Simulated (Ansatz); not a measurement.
# AlAsH₂ (triplet): the correlation ladder, cc-pVTZ

One table from this session's results is given with a row withheld; the runs are named, their logs left out.

Program: Ansatz 0.2.0, Gaussian basis. Level of theory: cc-pVTZ, core rule «outside noble gas», up to 19 orbitals frozen. These are calculated values, not measurements.

Plan: UHF; CCSD(T) on ROHF; CCSD(T) on UHF; BCCD(T) on ROHF; CCSDT(Q) on ROHF; CCSDT(Q) on UHF.

14 further runs of the same task are left out: 10 for a known fault of the program, 4 set aside as unsound or not needed. Runs told in other sessions of the task aren't counted.

**The geometry**

The geometry is a PBE0/def2-TZVP stationary point (not a proven minimum). No spin-orbit coupling is included. The filled d shell of As may be among the frozen orbitals whatever the setting's name suggests.

4 atoms, charge 0, spin multiplicity 3.

Atoms are counted from 1 here; the program's logs count them from 0.

Bond lengths: Al1–As2 2.435 Å, Al1–H3 1.589 Å, Al1–H4 1.589 Å. Angles: As2–Al1–H3 120.0°, As2–Al1–H4 120.0°, H3–Al1–H4 120.0°.

Set-up of the first run:

in.yaml reads:

```yaml
crystal:
  periodic: [false, false, false]
  atoms:
    - {symbol: Al, position_ang: [0.000000, 0.000000, 1.740252]}
    - {symbol: As, position_ang: [0.000000, 0.000000, -0.694906]}
    - {symbol: H, position_ang: [0.000000, 1.375836, 2.534270]}
    - {symbol: H, position_ang: [0.000000, -1.375836, 2.534270]}
basis:
  gaussian: {orbitals: cc-pVTZ}
magnetization: {spin_polarized: true, initial_magnetization: 2}
hamiltonian: {xc: hf}
output: {orbitals: {seedname: orbitals}}
```

Command:

```console
$ ansatz run in.yaml --threads 1 --pin off --events-out ev --progress --plain --max-ram 4096MiB --backend cpu
```

Steps of the session up to this table: UHF; CCSD(T) on ROHF; CCSD(T) on UHF; BCCD(T) on ROHF; CCSDT(Q) on ROHF; CCSDT(Q) on UHF.

One of the session's tables, all rows but one given; the rest of the session is left out.

| method | from UCCSDT(Q) (meV) |
| --- | --- |
| ROHF | +5805.3 |
| UHF | +5664.0 |
| RMP2 | +1131.9 |
| UMP2 | +1157.5 |
| RCCSD | +232.5 |
| UCCSD | +219.7 |
| RCCSD(T) | +47.9 |
| UCCSD(T) | +40.2 |
| BCCD(T) | +47.6 |
| RCCSDT | +15.8 |
| UCCSDT | +7.2 |
| RCCSDT(Q) | ? |
| UCCSDT(Q) | 0 |

Q: Estimate the row for RCCSDT(Q) from the others.

**Answer.** from UCCSDT(Q) (meV): +8.6. In the column «from UCCSDT(Q) (meV)» it lies between UCCSDT (+7.2) and RCCSDT (+15.8).

With the free atoms at the same levels and basis (separate runs), the atomisation energy is 7.573 eV at UCCSDT(Q), 7.575 eV at RCCSD(T), 7.563 eV at UCCSD(T), 5.766 eV at ROHF.

Limits of these values: Restricted and unrestricted rows rest on different reference determinants; a gap between their highest levels can come from leftover correlation error, from unlike frozen cores or from another state.
